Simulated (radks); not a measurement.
# Ionisation energy and size from Rb³⁺ to Pd³⁺

One table from this session's results is given with a row withheld; the runs are named, their logs left out.

Method: scalar-relativistic Kohn-Sham, LDA (Slater exchange, Perdew-Wang correlation), spin-polarised, spherical densities, finite nucleus; open shells are filled with parallel spins first. Code: radks (a radial shooting solver on a logarithmic mesh, Libxc functionals) version 1.

## What is computed

| Item | Value |
| --- | --- |
| species | Rb³⁺, Sr³⁺, Zr³⁺, Nb³⁺, Mo³⁺, Tc³⁺, Ru³⁺, Rh³⁺, Pd³⁺ |
| runs | 18, each species and its next ion |

The first run:

The run's settings:

```text
Z 37
configuration [Ar] 3d10 4s2 4p4
relativity scalar-relativistic
functional lda,pw
spin polarised
nucleus finite rms 4.2036 fm
c 137.035999084
```

Among the steps run: Rb³⁺, [Ar] 3d10 4s2 4p4; Rb⁴⁺, [Ar] 3d10 4s2 4p3; Sr³⁺, [Ar] 3d10 4s2 4p5; Sr⁴⁺, [Ar] 3d10 4s2 4p4; Zr³⁺, [Kr] 4d1; Zr⁴⁺, [Kr]; Nb³⁺, [Kr] 4d2; Nb⁴⁺, [Kr] 4d1; Mo³⁺, [Kr] 4d3; Mo⁴⁺, [Kr] 4d2; Tc³⁺, [Kr] 4d4; Tc⁴⁺, [Kr] 4d3; Ru³⁺, [Kr] 4d5; Ru⁴⁺, [Kr] 4d4; Rh³⁺, [Kr] 4d6; Rh⁴⁺, [Kr] 4d5; Pd³⁺, [Kr] 4d7; Pd⁴⁺, [Kr] 4d6.

One table of the session follows, with a row left open; its other results are not shown here.

| species | Δ-SCF (eV) | −ε(HOMO) (eV) | its <r> (bohr) |
| --- | --- | --- | --- |
| Rb³⁺ | 52.247 | 45.846 | 1.58 |
| Sr³⁺ | 56.682 | 49.838 | 1.49 |
| Zr³⁺ | 34.573 | 28.735 | 1.83 |
| Nb³⁺ | 37.624 | 31.440 | 1.71 |
| Mo³⁺ | 40.528 | 34.021 | 1.60 |
| Tc³⁺ | 43.335 | 36.517 | 1.51 |
| Ru³⁺ | 46.070 | 38.952 | 1.43 |
| Rh³⁺ | ? | ? | ? |
| Pd³⁺ | 48.026 | 40.635 | 1.31 |

Estimate the missing values for Rh³⁺.

As computed: Δ-SCF (eV): 45.062; −ε(HOMO) (eV): 38.000; its <r> (bohr): 1.38. In the column «Δ-SCF (eV)» it lies between Tc³⁺ (43.335) and Ru³⁺ (46.070).

Elements between those listed are not part of this session, or gave no valid solution. Open shells are spherical and high-spin; term and fine-structure splittings are not resolved.
